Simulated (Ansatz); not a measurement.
# CH₄FO₃V: one species, many methods

The task here is to estimate one member of a computed series from the others.

The runs use Ansatz 0.2.0, Gaussian basis; functionals in def2-TZVPP, the program's frozen cores in correlated methods.

Plan: LDA (SPW92), PBE-D4, revPBE-D4, BLYP-D4, r2SCAN-D4, B97M-V, PBE0-D4, B3LYP-D4, r2SCANh-D4, r2SCAN0-D4, HSE06-D4, BHLYP-D4, CAM-B3LYP-D4, LC-ωPBE, ωB97X-V, ωB97M-V, B2PLYP, PBE-QIDH; CCSD(T)/def2-SVP; CCSD(T)/def2-TZVPP; MP2/def2-QZVPP; extrapolation to the limit; RPA on PBE.

### Structure used throughout

The geometry comes from an earlier relaxation with PBE0-D4 in a triple-zeta def2 set; it is a stationary point, not always the lowest conformer.

SMILES `C[O][V](=[O])([OH])[F]`, 10 atoms, charge 0, spin multiplicity 1.

Atoms are counted from 1 here; the program's logs count them from 0.

Bond lengths: C1–O2 1.404 Å, C1–H7 1.093 Å, C1–H8 1.094 Å, C1–H9 1.093 Å, O2–V3 1.731 Å, V3–O4 1.555 Å, V3–O5 1.760 Å, V3–F6 1.739 Å, O5–H10 0.961 Å. Angles: O2–C1–H7 109.0°, O2–C1–H8 111.0°, O2–C1–H9 109.0°, H7–C1–H8 109.5°, H7–C1–H9 109.0°, H8–C1–H9 109.4°, C1–O2–V3 135.0°, O2–V3–O4 107.6°, O2–V3–O5 109.7°, O2–V3–F6 109.9°, O4–V3–O5 109.3°, O4–V3–F6 109.7°, O5–V3–F6 110.6°, V3–O5–H10 121.5°.

Set-up of the first run:

Input file in.yaml:

```yaml
crystal:
  periodic: [false, false, false]
  atoms:
    - {symbol: C, position_ang: [-0.241615, -0.781662, -1.575929]}
    - {symbol: O, position_ang: [0.163639, -0.773257, -0.231692]}
    - {symbol: V, position_ang: [-0.082836, 0.285548, 1.115322]}
    - {symbol: O, position_ang: [-0.912925, 1.500782, 0.612065]}
    - {symbol: O, position_ang: [1.471078, 0.851244, 1.717525]}
    - {symbol: F, position_ang: [-0.957520, -0.544199, 2.368072]}
    - {symbol: H, position_ang: [0.645138, -0.802260, -2.214825]}
    - {symbol: H, position_ang: [-0.839304, 0.104104, -1.810066]}
    - {symbol: H, position_ang: [-0.835470, -1.680037, -1.762856]}
    - {symbol: H, position_ang: [1.672914, 1.788636, 1.785286]}
basis:
  gaussian: {orbitals: def2-TZVPP}
hamiltonian: {xc: lda}
output: {orbitals: {seedname: orbitals}}
```

On the command line:

```bash
> ansatz run in.yaml --threads 2 --pin off --events-out ev --progress --plain --max-ram 32768MiB --backend cuda --devices 0, --max-vram 18GiB
```

Steps of the session up to this table: LDA; PBE-D4 (GGA); revPBE-D4 (GGA); BLYP-D4 (GGA); r2SCAN-D4 (meta-GGA); B97M-V (meta-GGA); PBE0-D4 (hybrid); B3LYP-D4 (hybrid); r2SCANh-D4 (hybrid); r2SCAN0-D4 (hybrid); HSE06-D4 (hybrid); BHLYP-D4 (hybrid); CAM-B3LYP-D4 (range-separated); LC-ωPBE (range-separated); ωB97X-V (range-separated); ωB97M-V (range-separated); B2PLYP (double hybrid); PBE-QIDH (double hybrid).

One table of the session follows, with a row left open; its other results are not shown here.

It belongs to the step «Orbital energies across the functionals». 

```
  functional  HOMO (eV)  LUMO (eV)  gap (eV)
 LDA (SPW92)      -7.75      -3.64      4.11
      PBE-D4      -7.56      -3.37      4.18
   revPBE-D4      -7.48      -3.28      4.20
     BLYP-D4      -7.48      -3.32      4.17
   r2SCAN-D4      -7.92      -3.40      4.51
      B97M-V      -8.01      -3.42      4.59
     PBE0-D4      -9.13      -2.55      6.58
    B3LYP-D4      -8.91      -2.84      6.06
  r2SCANh-D4      -8.50      -3.08      5.42
  r2SCAN0-D4      -9.39      -2.56      6.82
    HSE06-D4      -8.73      -2.94      5.79
    BHLYP-D4     -10.67      -1.58      9.09
CAM-B3LYP-D4     -10.58      -1.48      9.11
     LC-ωPBE     -11.87      -0.25     11.62
     ωB97X-V          ?          ?         ?
     ωB97M-V     -11.47      -0.30     11.18
```

Q: Estimate the row for ωB97X-V from the others.

The run gave: HOMO (eV): -11.54; LUMO (eV): -0.29; gap (eV): 11.25. In the column «HOMO (eV)» it lies between LC-ωPBE (-11.87) and ωB97M-V (-11.47).
